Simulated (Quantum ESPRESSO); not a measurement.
Runs of Quantum ESPRESSO 7.5 on COBBr2H3. The cell holds a molecule in a box, 8 atoms: a = 14.000 Å, b = 13.000 Å, c = 12.000 Å, α = 90.00°, β = 90.00°, γ = 90.00°. 

```tsv
task	level	potentials or basis	cell	cutoff (eV)	smearing	boundary across the vacuum	assume isolated	form of the LDA correlation	gap on the mesh (eV)	largest force (eV/Å)
real-space fields	PBE	PseudoDojo 0.4.1 SR PBE standard	as given	1143	fermi-dirac 0.05 eV	none	-	-	(c)	0.39
single point	PBEsol	PseudoDojo 0.4.1 SR PBEsol standard	as given	1143	fermi-dirac 0.05 eV	mt	mt	-	(a)	0.36
real-space fields	revPBE+D2	PseudoDojo 0.5 SR PBE stringent	as given	1252	fixed	mt	mt	-	(b)	0.55
single point	PBE	PseudoDojo 0.4.1 SR PBE standard	atoms moved at random, drawn with an rms of 0.05 Å	1143	fermi-dirac 0.05 eV	none	-	-	5.25	3.43
real-space fields	LDA	PseudoDojo 0.4.1 SR LDA standard	as given	1143	fixed	mt	mt	PW92	5.24	0.50
```

Alike in all rows: no spin polarisation; k mesh 1 × 1 × 1.

Question: Estimate the missing entries.

Answer: (a) 5.31; (b) 5.32; (c) 5.33.

Caveats: this is a molecule in a periodic box, so the gap is that between its Kohn-Sham HOMO and LUMO and the box isn't a crystal; the potentials were made for another functional, which shifts forces and pressure (some runs).

A k mesh can miss the band edges, and the runs leave out spin-orbit coupling on Br.

A gap of «none» marks a metal or a gap under the smearing width.

The runs don't all hold the same shells in valence.
